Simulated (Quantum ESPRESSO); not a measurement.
Ta4NiO11 in Quantum ESPRESSO: the effect of functional

The system is Ta4NiO11.

```
Ta Ni O
1.0
     0.00000    4.86715    4.86715
     4.86715    0.00000    4.86715
     4.86715    4.86715    0.00000
Ta Ni O
4 1 11
Direct
  0.63007 0.10980 0.63007
  0.63007 0.63007 0.63007
  0.10980 0.63007 0.63007
  0.63007 0.63007 0.10980
  0.00000 0.00000 0.00000
  0.25000 0.25000 0.25000
  0.84346 0.46962 0.84346
  0.84346 0.84346 0.84346
  0.46962 0.84346 0.84346
  0.84346 0.84346 0.46962
  0.30023 0.69977 0.69977
  0.69977 0.30023 0.30023
  0.69977 0.69977 0.30023
  0.30023 0.30023 0.69977
  0.30023 0.69977 0.30023
  0.69977 0.30023 0.69977
```

The cell was built by a generator and needn't be a form met in nature.

Alike in all runs:

| Property | Result |
| --- | --- |
| Program | Quantum ESPRESSO 7.5 |
| Task | band structure |
| Potentials or basis | SG15 PBE 1.2 |
| Cutoff | 1197 eV |
| Density cutoff | 4789 eV |
| k mesh | 4 × 4 × 4 |
| Occupations | fermi-dirac, width 0.05 eV |
| Spin | collinear spin, ferromagnetic start |
| Starting moments | [0.0, 0.0, 0.0, 0.0, 1.0, 0.0, 0.0, 0.0, 0.0, 0.0, 0.0, 0.0, 0.0, 0.0, 0.0, 0.0] μB |

```tsv
functional	pressure (GPa)	moment (μB)	largest force (eV/Å)
LDA	?	?	?
PBEsol	-5.8	0.15	0.30
PBE	-1.1	1.03	0.15
```

Problem. What does the run with functional LDA give?

Solution. Pressure -11.9 GPa; moment 1.01 μB; largest force 0.61 eV/Å.

Caveats: the potentials were made for another functional, which shifts forces and pressure (some runs); a cell with one magnetic atom can't hold antiferromagnetic order, which such compounds often take (some runs).
